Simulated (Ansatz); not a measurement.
# Si3N4: the band gap up the ladder of functionals

An exercise on one series of results from a longer session: the logs are not shown, and one member is left open.

The runs shown are made with Ansatz 0.2.0. PAW datasets, plane waves. (Simulation; spin polarisation is off.)

**Starting point**

The cell was relaxed beforehand with r2SCAN.

It is hexagonal, P6_3/m (No. 176); conventional cell a = 7.606 Å, c = 2.906 Å, 10.40 Å³ an atom. Around Si lie 4 N at 1.73–1.74 Å; around N lie 3 Si at 1.73–1.74 Å; around N lie 3 Si at 1.73 Å.

Coordinates:

Space group P6_3/m (No. 176). a = 7.606 Å, b = 7.606 Å, c = 2.906 Å, α = 90.00°, β = 90.00°, γ = 120.00°
| atom | site | symmetry | x | y | z |
| --- | --- | --- | --- | --- | --- |
| Si | 6h | m.. | 0.7694 | 0.1754 | 0.2500 |
| N | 6h | m.. | 0.0313 | 0.3303 | 0.2500 |
| N | 2d | -6.. | 0.6667 | 0.3333 | 0.2500 |

The first run:

File input.yaml:

```yaml
crystal:
  lattice:
    - [7.6056354761, 0.0, 0.0]
    - [-3.802817738, 6.5866735342, 0.0]
    - [0.0, 0.0, 2.9056594875]
  atoms:
    - { symbol: Si, position: [0.769383447, 0.1754259185, 0.25] }
    - { symbol: Si, position: [0.5939575286, 0.769383447, 0.75] }
    - { symbol: Si, position: [0.8245740815, 0.5939575286, 0.25] }
    - { symbol: Si, position: [0.230616553, 0.8245740815, 0.75] }
    - { symbol: Si, position: [0.4060424714, 0.230616553, 0.25] }
    - { symbol: Si, position: [0.1754259185, 0.4060424714, 0.75] }
    - { symbol: "N", position: [0.0312571201, 0.3303147533, 0.25] }
    - { symbol: "N", position: [0.7009423668, 0.0312571201, 0.75] }
    - { symbol: "N", position: [0.6696852467, 0.7009423668, 0.25] }
    - { symbol: "N", position: [0.9687428799, 0.6696852467, 0.75] }
    - { symbol: "N", position: [0.2990576332, 0.9687428799, 0.25] }
    - { symbol: "N", position: [0.3303147533, 0.2990576332, 0.75] }
    - { symbol: "N", position: [0.6666666667, 0.3333333333, 0.25] }
    - { symbol: "N", position: [0.3333333333, 0.6666666667, 0.75] }
kpoints:
  mp_grid: { grid: [6, 6, 8] }
  band_path:
    path:
      - [[0.0, 0.0, 0.0], [0.5, 2.104267220902e-18, 0.0], [0.3333333333333, 0.3333333333333, 0.0], [0.0, 0.0, 0.0], [0.0, 0.0, 0.5], [0.5, 2.104267220902e-18, 0.5], [0.3333333333333, 0.3333333333333, 0.5], [0.0, 0.0, 0.5]]
      - [[0.5, 2.104267220902e-18, 0.5], [0.5, 2.104267220902e-18, 0.0]]
      - [[0.3333333333333, 0.3333333333333, 0.5], [0.3333333333333, 0.3333333333333, 0.0]]
    npoints: 10
hamiltonian:
  xc: pbe
scf:
  occupations: { method: fermi_dirac, width: 0.02 }
  n_extra_bands: 7
output:
  forces: true
  stress: true
  eigenvalues: true
```

Steps of the session up to this table: PBE bands along the symmetry lines; Single point with r2SCAN; Single point with HSE06; PBE0 at the same geometry.

One table of the session follows, with a row left open; its other results are not shown here.

| level | gap (eV) |
| --- | --- |
| PBE | ? |
| r2SCAN | 4.99 |
| HSE06 | 5.77 |
| PBE0 | 6.54 |

Estimate the missing values for PBE.

As computed: gap (eV): 4.34. In the column «gap (eV)» it is the lowest.

Meshes: PBE 6×6×8, r2SCAN 6×6×8, HSE06 3×3×6, PBE0 3×3×6

Against HSE06, PBE is short by 1.43 eV, at 75 % of it, and r2SCAN 86 %. PBE0 lies 0.76 eV above HSE06, which differs from it by screening the long-range exchange.

To keep in mind: Warnings in the runs' records: stress scf threshold loose, stress exchange threshold loose.
